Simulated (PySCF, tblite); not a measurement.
# C₂H₁₀N₂Si₂: geometry, infrared bands and NMR shifts

What infrared bands and NMR shifts should C₂H₁₀N₂Si₂ (`[SiH3]/N=C/CN[SiH3]`) show?

Programs: tblite 0.8.0 and PySCF 2.14.0, with density-fitted response routines of our own. Each step states its level of theory. These are calculated values for one molecule in the gas phase, unless marked as measured. Atoms are numbered from 0 throughout.

## 1. The starting structure

16 atoms, charge 0, multiplicity 1; geometry from: force field or distance geometry start.

Bonds of the start (Å): Si0–N1 1.75, N1–C2 1.27, C2–C3 1.53, C3–N4 1.48, N4–Si5 1.70, Si0–H6 1.47, Si0–H7 1.47, Si0–H8 1.48, C2–H9 1.10, C3–H10 1.09, C3–H11 1.09, N4–H12 1.02, Si5–H13 1.47, Si5–H14 1.48, Si5–H15 1.49.

## 2. Geometry optimisation with GFN2-xTB

The job: settings as JSON, then the geometry in Å.

```
{"job": {"kind": "relax", "xc": "GFN2-xTB", "basis": "xTB"}, "charge": 0, "multiplicity": 1}
Si     2.785800     0.327800     0.480100
N      1.178800    -0.281200     0.148400
C      0.599100     0.197400    -0.881300
C     -0.801100    -0.265800    -1.300400
N     -1.481400    -0.925000    -0.160000
Si    -2.367600    -0.091500     1.025600
H      3.298300    -0.281800     1.719000
H      3.641400     0.007100    -0.677400
H      2.683600     1.800200     0.613000
H      1.048400     0.939000    -1.564000
H     -1.369500     0.573800    -1.693300
H     -0.671500    -0.994300    -2.106900
H     -0.748200    -1.427400     0.344000
H     -3.506400     0.565100     0.360900
H     -2.814200    -1.067700     2.037800
H     -1.483100     0.933300     1.643000
```

Run with:

```console
$ OMP_NUM_THREADS=1 python probes_run.py task.json out
```

One launch serves the whole session: the jobs run in the order shown.

**Question.** This job is followed by: GFN2-xTB harmonic vibrations, gas phase; GIAO PBE0/pcSseg-1 NMR shielding, non-relativistic, gas phase. Predict these results of the whole session: strongest single infrared mode (GFN2-xTB); zero-point energy (GFN2-xTB); ¹³C shifts against TMS (PBE0/pcSseg-1); ¹H shifts against TMS (PBE0/pcSseg-1, means over atoms taken as alike); ²⁹Si shifts against TMS (PBE0/pcSseg-1); ¹⁵N shifts against NH3 (PBE0/pcSseg-1).

**Answer**, as computed:

| quantity | value |
| --- | --- |
| strongest single infrared mode (GFN2-xTB) | 2198 cm⁻¹, 454 km/mol |
| zero-point energy (GFN2-xTB) | 69.9 kcal/mol |
| ¹³C shifts against TMS (PBE0/pcSseg-1) | 182.3, 59.0 ppm |
| ¹H shifts against TMS (PBE0/pcSseg-1, means over atoms taken as alike) | 8.72, 5.05, 4.60, 3.62, 0.31 ppm |
| ²⁹Si shifts against TMS (PBE0/pcSseg-1) | -52.5, -59.0 ppm |
| ¹⁵N shifts against NH3 (PBE0/pcSseg-1) | 363.9, 16.4 ppm |

In words: Over 118 steps the energy fell by 0.422 eV; of the close pairs, C3–N4 changed most, 1.483 to 1.436 Å. No mode is imaginary among the 42: a minimum at this level. The strongest single mode, at 2198 cm⁻¹, moves mainly H7. GFN2-xTB is a fitted tight-binding method: band positions and strengths are rough. Its intensities can rank the bands wrongly. At PBE0/pcSseg-1: Shielding is most anisotropic at N1 (span 754 ppm, paramagnetic term -427 ppm).
